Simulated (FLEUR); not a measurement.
# BiTe (Fm-3m) in FLEUR: further runs, part 2 of 2

FLEUR MaX-R8.1 (later development tree). Earlier steps stand in the parts before.

## (3) Equation of state, PBE, 32.50 Å³/atom (volume scaled by 0.96)

Input file inp.xml:

```xml
<?xml version="1.0" encoding="UTF-8" standalone="no"?>
<fleurInput fleurInputVersion="0.39">
   <comment>
      BiTe                                                                                                
   </comment>
   <calculationSetup>
      <cutoffs Kmax="4.1" Gmax="12.7" GmaxXC="12.7" numbands="0"/>
      <scfLoop itmax="60" minDistance="0.00001" maxIterBroyd="15" imix="Anderson" alpha="0.05" precondParam="0.0" spinf="2.0" sdNocoIR="T"/>
      <coreElectrons ctail="T" frcor="F" kcrel="0" coretail_lmax="0"/>
      <xcFunctional name="pbe" relativisticCorrections="F"/>
      <magnetism jspins="1"/>
      <soc l_soc="F" theta="0.0" phi="0.0" spav="F"/>
      <expertModes spex="0" secvar="F"/>
      <geometryOptimization l_f="F" forcealpha="1.0" forcemix="BFGS" epsdisp="0.0005" epsforce="0.0002"/>
      <ldaU l_linMix="F" mixParam="0.05" spinf="1.0"/>
   </calculationSetup>
   <cell>
      <bzIntegration valenceElectrons="43.0" mode="hist" fermiSmearingEnergy="0.00183747">
         <kPointListSelection listName="default-1"/>
         <!-- k-points included here -->
         <xi:include xmlns:xi="http://www.w3.org/2001/XInclude" href="kpts.xml"> </xi:include>
      </bzIntegration>
      <!-- symmetry operations included here -->
      <xi:include xmlns:xi="http://www.w3.org/2001/XInclude" href="sym.xml"> </xi:include>
      <bulkLattice scale="0.9864848297">
         <bravaisMatrix>
            <row-1>    0.0000000000000000     6.1132640130809994     6.1132640130809994</row-1>
            <row-2>    6.1132640130809994     0.0000000000000000     6.1132640130809994</row-2>
            <row-3>    6.1132640130809994     6.1132640130809994     0.0000000000000000</row-3>
         </bravaisMatrix>
      </bulkLattice>
   </cell>
   <atomSpecies>
      <species name="Bismuth (Bi)" element="Bi" atomicNumber="83">
         <mtSphere radius="2.66" gridPoints="879" logIncrement="0.015"/>
         <atomicCutoffs lmax="11" lnonsphr="8"/>
         <electronConfig flipSpins="F">
            <coreConfig>(1s1/2) (2s1/2) (2p1/2) (2p3/2) (3s1/2) (3p1/2) (3p3/2) (4s1/2) (3d3/2) (3d5/2) (4p1/2) (4p3/2) (5s1/2) (4d3/2) (4d5/2) (4f5/2) (4f7/2)</coreConfig>
            <valenceConfig>(5p1/2) (5p3/2) (6s1/2) (5d3/2) (5d5/2) (6p1/2) (6p3/2)</valenceConfig>
            <stateOccupation state="(6p1/2)" spinUp="0.500000" spinDown="0.500000"/>
            <stateOccupation state="(6p3/2)" spinUp="1.000000" spinDown="1.000000"/>
         </electronConfig>
         <energyParameters s="6" p="6" d="5" f="5"/>
         <lo type="SCLO" l="1" n="5" eDeriv="0"/>
         <lo type="SCLO" l="1" n="5" eDeriv="1"/>
         <lo type="SCLO" l="0" n="6" eDeriv="2"/>
         <lo type="SCLO" l="2" n="5" eDeriv="2"/>
         <lo type="SCLO" l="3" n="5" eDeriv="2"/>
      </species>
      <species name="Tellurium (Te)" element="Te" atomicNumber="52">
         <mtSphere radius="2.66" gridPoints="879" logIncrement="0.015"/>
         <atomicCutoffs lmax="11" lnonsphr="8"/>
         <electronConfig flipSpins="F">
            <coreConfig>(1s1/2) (2s1/2) (2p1/2) (2p3/2) (3s1/2) (3p1/2) (3p3/2) (4s1/2) (3d3/2) (3d5/2)</coreConfig>
            <valenceConfig>(4p1/2) (4p3/2) (5s1/2) (4d3/2) (4d5/2) (5p1/2) (5p3/2)</valenceConfig>
            <stateOccupation state="(5p1/2)" spinUp="0.666667" spinDown="0.666667"/>
            <stateOccupation state="(5p3/2)" spinUp="1.333333" spinDown="1.333333"/>
         </electronConfig>
         <energyParameters s="5" p="5" d="5" f="4"/>
         <lo type="SCLO" l="1" n="4" eDeriv="0"/>
         <lo type="SCLO" l="1" n="4" eDeriv="1"/>
         <lo type="SCLO" l="2" n="4" eDeriv="0"/>
         <lo type="SCLO" l="2" n="4" eDeriv="1"/>
         <lo type="SCLO" l="0" n="5" eDeriv="2"/>
         <lo type="SCLO" l="3" n="4" eDeriv="2"/>
      </species>
   </atomSpecies>
   <atomGroups>
      <atomGroup species="Bismuth (Bi)">
         <relPos label="                   1">.0000000000 .0000000000 .0000000000</relPos>
         <force calculate="T" relaxXYZ="TTT"/>
      </atomGroup>
      <atomGroup species="Tellurium (Te)">
         <relPos label="                   2">1.000/2.000 1.000/2.000 1.000/2.000</relPos>
         <force calculate="T" relaxXYZ="TTT"/>
      </atomGroup>
   </atomGroups>
   <output dos="F" band="F" slice="F">
      <checks vchk="F" cdinf="F"/>
      <bandDOS minEnergy="-.5*Htr" maxEnergy="0.5*Htr" sigma="0.015" storeEVData="T"/>
      <vacuumDOS vacdos="F" integ="F" star="F" nstars="0" locx1="0.0" locy1="0.0" locx2="0.0" locy2="0.0" nstm="0" tworkf="0.0"/>
      <unfoldingBand unfoldBand="F" supercellX="1" supercellY="1" supercellZ="1"/>
      <plotting iplot="0" polar="F">
         <plot TwoD="T" vec1="  1.0  0.0  0.0" vec2="  0.0  1.0  0.0" vec3="  0.0  0.0  1.0" zero="  0.0  0.0  0.0" file="plot"/>
      </plotting>
      <chargeDensitySlicing numkpt="0" minEigenval="0.0" maxEigenval="0.0" nnne="0" pallst="F"/>
      <specialOutput eonly="F"/>
      <moessbauerParams electricFieldGradient="T" isomerShift="T" coreHyperfine="T" valenceHyperfine="T"/>
      <magneticCircularDichroism mcd="F" energyLo="-10.0" energyUp="0.0"/>
   </output>
  <!-- We include the file relax.xml here to enable relaxations (see documentation) -->
  <xi:include xmlns:xi="http://www.w3.org/2001/XInclude" href="relax.xml"> <xi:fallback/> </xi:include>
</fleurInput>
```

Potentials or basis: all-electron, FLAPW.

On the command line:

```
$ inpgen -f crystal.txt -profile fastHighL
$ # inp.xml edited to the form shown
$ fleur_MPI
```

It took 44 s on 1 thread of Arm Neoverse V1, shared host; peak memory 0.07 GiB.

Results (log left out):

- Free energy: -772203.8670 eV
- Band gap on the k mesh: none (metal or under the smearing width)
- Valence electrons inside the program's atomic spheres: Bi 18.78; Te 20.09 (radii Bi 2.66, Te 2.66 bohr)

Caveat: spin-orbit coupling is left out, which moves the levels of the heavy elements.

## (4) Equation of state, PBE, 33.18 Å³/atom (volume scaled by 0.98)

Edit inp.xml of step 3 so:

```diff
@@ -24,3 +24,3 @@
       <xi:include xmlns:xi="http://www.w3.org/2001/XInclude" href="sym.xml"> </xi:include>
-      <bulkLattice scale="0.9864848297">
+      <bulkLattice scale="0.9932883884">
          <bravaisMatrix>
```

On the command line:

```
$ inpgen -f crystal.txt -profile fastHighL
$ # inp.xml edited to the form shown
$ fleur_MPI
```

It took 45 s on 1 thread of Arm Neoverse V1, shared host; peak memory 0.07 GiB.

It converged, with:

```yaml
Free_energy: -772203.8890 eV
Band_gap_on_the_k_mesh: none (metal or under the smearing width)
Valence_electrons_inside_the_program's_atomic_spheres: Bi 18.77; Te 20.07 (radii Bi 2.66, Te 2.66 bohr)
```

Caveat: spin-orbit coupling is left out, which moves the levels of the heavy elements.

## (5) Equation of state, PBE, 33.86 Å³/atom

Edit inp.xml of step 4 so:

```diff
@@ -24,3 +24,3 @@
       <xi:include xmlns:xi="http://www.w3.org/2001/XInclude" href="sym.xml"> </xi:include>
-      <bulkLattice scale="0.9932883884">
+      <bulkLattice scale="1.0000000000">
          <bravaisMatrix>
```

On the command line:

```
$ inpgen -f crystal.txt -profile fastHighL
$ # inp.xml edited to the form shown
$ fleur_MPI
```

Wall time 47 s (1 thread of Arm Neoverse V1, shared host); peak memory 0.07 GiB.

Results (log left out):

```
Free energy                                           : -772203.9016 eV
Band gap on the k mesh                                : none (metal or under the smearing width)
Valence electrons inside the program's atomic spheres : Bi 18.75; Te 20.06 (radii Bi 2.66, Te 2.66 bohr)
```

Caveat: spin-orbit coupling is left out, which moves the levels of the heavy elements.

## (6) Equation of state, PBE, 34.53 Å³/atom (volume scaled by 1.02)

Edit inp.xml of step 5 so:

```diff
@@ -24,3 +24,3 @@
       <xi:include xmlns:xi="http://www.w3.org/2001/XInclude" href="sym.xml"> </xi:include>
-      <bulkLattice scale="1.0000000000">
+      <bulkLattice scale="1.0066227096">
          <bravaisMatrix>
```

Potentials or basis: all-electron, FLAPW.

On the command line:

```
$ inpgen -f crystal.txt -profile fastHighL
$ # inp.xml edited to the form shown
$ fleur_MPI
```

Run time: 48 s. Hardware: 1 thread of Arm Neoverse V1, shared host; peak memory 0.07 GiB.

The run converged. Its results:

```
Free energy                                           : -772203.9055 eV
Band gap on the k mesh                                : none (metal or under the smearing width)
Valence electrons inside the program's atomic spheres : Bi 18.74; Te 20.04 (radii Bi 2.66, Te 2.66 bohr)
```

Caveat: spin-orbit coupling is left out, which moves the levels of the heavy elements.

## (7) Equation of state, PBE, 35.21 Å³/atom (volume scaled by 1.04)

Edit inp.xml of step 6 so:

```diff
@@ -24,3 +24,3 @@
       <xi:include xmlns:xi="http://www.w3.org/2001/XInclude" href="sym.xml"> </xi:include>
-      <bulkLattice scale="1.0066227096">
+      <bulkLattice scale="1.0131594038">
          <bravaisMatrix>
```

On the command line:

```
$ inpgen -f crystal.txt -profile fastHighL
$ # inp.xml edited to the form shown
$ fleur_MPI
```

It took 49 s on 1 thread of Arm Neoverse V1, shared host; peak memory 0.07 GiB.

The run converged. Its results:

| Quantity | Value |
| --- | --- |
| Free energy | -772203.9017 eV |
| Band gap on the k mesh | none (metal or under the smearing width) |
| Valence electrons inside the program's atomic spheres | Bi 18.72; Te 20.03 (radii Bi 2.66, Te 2.66 bohr) |

Caveat: spin-orbit coupling is left out, which moves the levels of the heavy elements.

## (8) Equation of state, PBE, 35.89 Å³/atom (volume scaled by 1.06)

Edit inp.xml of step 7 so:

```diff
@@ -24,3 +24,3 @@
       <xi:include xmlns:xi="http://www.w3.org/2001/XInclude" href="sym.xml"> </xi:include>
-      <bulkLattice scale="1.0131594038">
+      <bulkLattice scale="1.0196128224">
          <bravaisMatrix>
```

On the command line:

```
$ inpgen -f crystal.txt -profile fastHighL
$ # inp.xml edited to the form shown
$ fleur_MPI
```

Run time: 51 s. Hardware: 1 thread of Arm Neoverse V1, shared host; peak memory 0.07 GiB.

Results (log left out):

| Item | Value |
| --- | --- |
| Free energy | -772203.8911 eV |
| Band gap on the k mesh | none (metal or under the smearing width) |
| Valence electrons inside the program's atomic spheres | Bi 18.71; Te 20.02 (radii Bi 2.66, Te 2.66 bohr) |

Caveat: spin-orbit coupling is left out, which moves the levels of the heavy elements.

## (9) Equation of state, PBE

Potentials or basis: all-electron, FLAPW.

No new run: the results of the series are fitted here.

Results:

| Item | Value |
| --- | --- |
| Equilibrium volume | 34.53 Å³/atom |
| Bulk modulus | 46 GPa |
| Pressure derivative of the bulk modulus | 4.5 |

Energy against volume, from the lowest point:
| volume (Å³/atom) | energy (meV/atom) |
| --- | --- |
| 31.824 | 35.65 |
| 32.501 | 19.28 |
| 33.178 | 8.27 |
| 33.855 | 1.98 |
| 34.532 | 0.00 |
| 35.209 | 1.90 |
| 35.886 | 7.21 |

Caveat: spin-orbit coupling is left out, which moves the levels of the heavy elements.
